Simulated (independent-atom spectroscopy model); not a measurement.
# MoSe2 on Si: peak ratios against emission angle

How does the ratio Se 2s / Si 1s change with emission angle for this film?

The numbers are computed with independent-atom spectroscopy model (version 2): angle-resolved photoelectron peak ratio of a uniform film on a substrate: exponential attenuation with lengths from TPP-2M (nominal gaps) and the elastic albedo, Dirac-Hartree-Slater cross sections, magic-angle geometry.

## 1. Film and substrate

14 nm of MoSe2 (6.82 g/cm³) on Si (2.33 g/cm³).

## 2. The run

Given to the script:

```json
{
  "film": "MoSe2",
  "film_density": 6.82,
  "base": "Si",
  "base_density": 2.33,
  "photon_energy": 9251.7,
  "film_peak": "Se 2s",
  "base_peak": "Si 1s",
  "thickness": 14.0,
  "emission_angle": [0, 10, 20, 30, 40, 45, 50, 55]
}
```

Units: film_density in g/cm³, base_density in g/cm³, photon_energy in eV, thickness in nm, emission_angle in degrees.

**Question.** What will these runs give? Wanted: ratio at normal emission; ratio at 55°.

**Answer**, as computed:

| quantity | value |
| --- | --- |
| ratio at normal emission | 2.93 |
| ratio at 55° | 11.3 |
| attenuation length of the substrate peak in the film | 8.86 nm |
| thickness over that length | 1.58 |

**Reading.** At 0° the substrate keeps 21 % of its signal through 1.6 attenuation lengths of film. Tilting to 55° lengthens the path by 1/cos θ and raises the ratio 3.8-fold. Islands, roughness and grazing exit, where elastic scattering matters more, are outside the model.
